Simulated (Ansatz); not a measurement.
# Al3Ga5Sb8: band edges up the ladder

An exercise on one series of results from a longer session: the logs are not shown, and one member is left open.

Method: DFT PBEsol, scalar-relativistic, plane waves, PAW, in Ansatz 0.2.0.

That is the level of the relaxation; later steps name their own.

### The system as given

Symmetry: R3m, No. 160, trigonal system. The conventional cell has a = 8.656 Å, b = 8.656 Å, c = 21.204 Å, α = 90.00°, β = 90.00°, γ = 120.00°. Around Al (site symmetry m) lie 4 Sb at 2.65 Å. Ga (site symmetry 3m) is surrounded by 4 Sb at 2.65 Å. Ga (site symmetry m) is surrounded by 4 Sb at 2.65 Å. Sb (site symmetry m) is surrounded by 1 Al at 2.65 Å and 3 Ga at 2.65 Å. Sb (site symmetry 3m) is surrounded by 3 Al at 2.65 Å and 1 Ga at 2.65 Å. Sb (site symmetry 3m) is surrounded by 4 Ga at 2.65 Å. Around Sb (site symmetry m) lie 2 Al at 2.65 Å and 2 Ga at 2.65 Å.

Coordinates:

```
CELL_PARAMETERS angstrom
-6.12100 6.12100 0.00000
-6.12100 0.00000 6.12100
0.00000 6.12100 6.12100
ATOMIC_POSITIONS crystal
Al 0.00000 0.00000 0.00000
Al 0.50000 0.00000 0.00000
Al 0.00000 0.50000 0.00000
Ga 0.00000 0.00000 0.50000
Ga 0.50000 0.50000 0.00000
Ga 0.50000 0.00000 0.50000
Ga 0.00000 0.50000 0.50000
Ga 0.50000 0.50000 0.50000
Sb 0.87500 0.87500 0.37500
Sb 0.37500 0.87500 0.37500
Sb 0.87500 0.37500 0.37500
Sb 0.87500 0.87500 0.87500
Sb 0.37500 0.37500 0.37500
Sb 0.37500 0.87500 0.87500
Sb 0.87500 0.37500 0.87500
Sb 0.37500 0.37500 0.87500
```

The first run:

(A quick probe on a coarse mesh, which set the mesh and smearing, is not shown.)

File input.yaml:

```yaml
crystal:
  lattice:
    - [-6.121, 6.121, 0.0]
    - [-6.121, 0.0, 6.121]
    - [0.0, 6.121, 6.121]
  atoms:
    - { symbol: Al, position: [0.0, 0.0, 0.0] }
    - { symbol: Al, position: [0.5, 0.0, 0.0] }
    - { symbol: Al, position: [0.0, 0.5, 0.0] }
    - { symbol: Ga, position: [0.0, 0.0, 0.5] }
    - { symbol: Ga, position: [0.5, 0.5, 0.0] }
    - { symbol: Ga, position: [0.5, 0.0, 0.5] }
    - { symbol: Ga, position: [0.0, 0.5, 0.5] }
    - { symbol: Ga, position: [0.5, 0.5, 0.5] }
    - { symbol: Sb, position: [0.875, 0.875, 0.375] }
    - { symbol: Sb, position: [0.375, 0.875, 0.375] }
    - { symbol: Sb, position: [0.875, 0.375, 0.375] }
    - { symbol: Sb, position: [0.875, 0.875, 0.875] }
    - { symbol: Sb, position: [0.375, 0.375, 0.375] }
    - { symbol: Sb, position: [0.375, 0.875, 0.875] }
    - { symbol: Sb, position: [0.875, 0.375, 0.875] }
    - { symbol: Sb, position: [0.375, 0.375, 0.875] }
basis:
  ecutwfc: 420
kpoints:
  mp_grid: { grid: [6, 6, 6] }
hamiltonian:
  xc: pbesol
scf:
  occupations: { method: gaussian, width: 0.01 }
output:
  forces: true
  stress: true
  eigenvalues: true
relax:
  adjacent_minimum: "off"
  f_tol: 0.005
  max_steps: 80
  cell: { stress_tol: 0.05 }
```

Run with:

```
$ ansatz run input.yaml --threads 4 --pin off --max-ram 10240MiB --backend cpu --events-out ev --progress --plain --runs-dir out
```

Steps of the session up to this table: The relaxation; Band edges over the whole zone; The run at PBEsol; Levels with PBEsol on the hybrid's mesh; The run at HSE06; Levels with PBEsol, spin-orbit coupling; The run at r2SCAN.

One table of the session follows, with a row left open; its other results are not shown here.

```
                      level  gap (eV)  least direct gap (eV)
                     PBEsol      0.23                   0.23
PBEsol on the hybrid's mesh      0.23                   0.23
                      HSE06      1.00                   1.00
PBEsol, spin-orbit coupling      0.03                   0.03
                     r2SCAN         ?                      ?
```

Estimate the missing values for r2SCAN.

The run gave: gap (eV): 0.66; least direct gap (eV): 0.66. In the column «gap (eV)» it lies between PBEsol on the hybrid's mesh (0.23) and HSE06 (1.00).

Gaps are by band count over the mesh and the named points; a gap of 0 means that the bands overlap or touch.
